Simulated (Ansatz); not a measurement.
**CH₈BNOSi: a ladder of functionals and wavefunction methods**

The task here is to estimate one member of a computed series from the others.

Program: Ansatz 0.2.0, Gaussian basis. Level of theory: functionals in def2-TZVPP, the program's frozen cores in correlated methods. These are calculated values, not measurements.

Plan: PBE-D4, r2SCAN-D4, PBE0-D4, B3LYP-D4, ωB97X-V, ωB97M-V, B2PLYP; CCSD(T)/def2-TZVPP; MP2/def2-QZVPP; extrapolation to the limit.

**Structure used throughout**

All runs share one geometry, relaxed beforehand with PBE0-D4 in a triple-zeta def2 set.

SMILES `BN[SiH2]CO`, 13 atoms, charge 0, spin multiplicity 1.

Atoms are counted from 1 here; the program's logs count them from 0.

Bond lengths: B1–N2 1.398 Å, B1–H6 1.201 Å, B1–H7 1.197 Å, N2–Si3 1.749 Å, N2–H8 1.010 Å, Si3–C4 1.886 Å, Si3–H9 1.486 Å, Si3–H10 1.489 Å, C4–O5 1.423 Å, C4–H11 1.099 Å, C4–H12 1.093 Å, O5–H13 0.961 Å. Angles: N2–B1–H6 118.4°, N2–B1–H7 120.4°, H6–B1–H7 121.2°, B1–N2–Si3 124.8°, B1–N2–H8 117.8°, Si3–N2–H8 117.4°, N2–Si3–C4 112.1°, N2–Si3–H9 107.8°, N2–Si3–H10 109.8°, C4–Si3–H9 110.6°, C4–Si3–H10 107.2°, H9–Si3–H10 109.4°, Si3–C4–O5 111.0°, Si3–C4–H11 110.8°, Si3–C4–H12 110.2°, O5–C4–H11 111.9°, O5–C4–H12 106.4°, H11–C4–H12 106.3° and more.

Set-up of the first run:

in.yaml

```yaml
crystal:
  periodic: [false, false, false]
  atoms:
    - {symbol: B, position_ang: [-1.220946, 1.354991, 1.368287]}
    - {symbol: N, position_ang: [-1.163931, 1.009361, 0.015277]}
    - {symbol: Si, position_ang: [0.236207, 0.329780, -0.782264]}
    - {symbol: C, position_ang: [0.564644, -1.448132, -0.246423]}
    - {symbol: O, position_ang: [1.798775, -1.919518, -0.775800]}
    - {symbol: H, position_ang: [-0.235289, 1.205994, 2.037715]}
    - {symbol: H, position_ang: [-2.231589, 1.789064, 1.841378]}
    - {symbol: H, position_ang: [-1.997122, 1.141888, -0.539788]}
    - {symbol: H, position_ang: [0.000742, 0.398202, -2.247494]}
    - {symbol: H, position_ang: [1.447715, 1.123598, -0.438274]}
    - {symbol: H, position_ang: [0.526346, -1.538795, 0.848637]}
    - {symbol: H, position_ang: [-0.212631, -2.110388, -0.637220]}
    - {symbol: H, position_ang: [2.507378, -1.370947, -0.429131]}
basis:
  gaussian: {orbitals: def2-TZVPP}
hamiltonian: {xc: pbe, dispersion: d4}
output: {forces: true, orbitals: {seedname: orbitals}}
```

On the command line:

```bash
$ ansatz run in.yaml --threads 4 --pin off --events-out ev --progress --plain --max-ram 10444MiB
```

Among the steps run: PBE-D4 (GGA); r2SCAN-D4 (meta-GGA); PBE0-D4 (hybrid); B3LYP-D4 (hybrid); ωB97X-V (range-separated); ωB97M-V (range-separated); B2PLYP (double hybrid); CCSD(T) in def2-TZVPP; MP2 in def2-QZVPP.

One table of the session follows, with a row left open; its other results are not shown here.

It belongs to the step «Atomisation energies». 

| method | atomisation energy (eV) |
| --- | --- |
| PBE-D4 | ? |
| r2SCAN-D4 | 48.440 |
| PBE0-D4 | 48.313 |
| B3LYP-D4 | 48.600 |
| ωB97X-V | 48.649 |
| ωB97M-V | 48.675 |
| B2PLYP | 47.999 |
| HF/def2-TZVPP | 35.426 |
| MP2/def2-TZVPP | 47.679 |
| CCSD/def2-TZVPP | 46.506 |
| CCSD(T)/def2-TZVPP | 47.123 |
| MP2/CBS | 48.966 |
| CCSD(T)/CBS | 48.409 |

Estimate the missing values for PBE-D4.

The run gave: atomisation energy (eV): 49.070. In the column «atomisation energy (eV)» it is the highest.
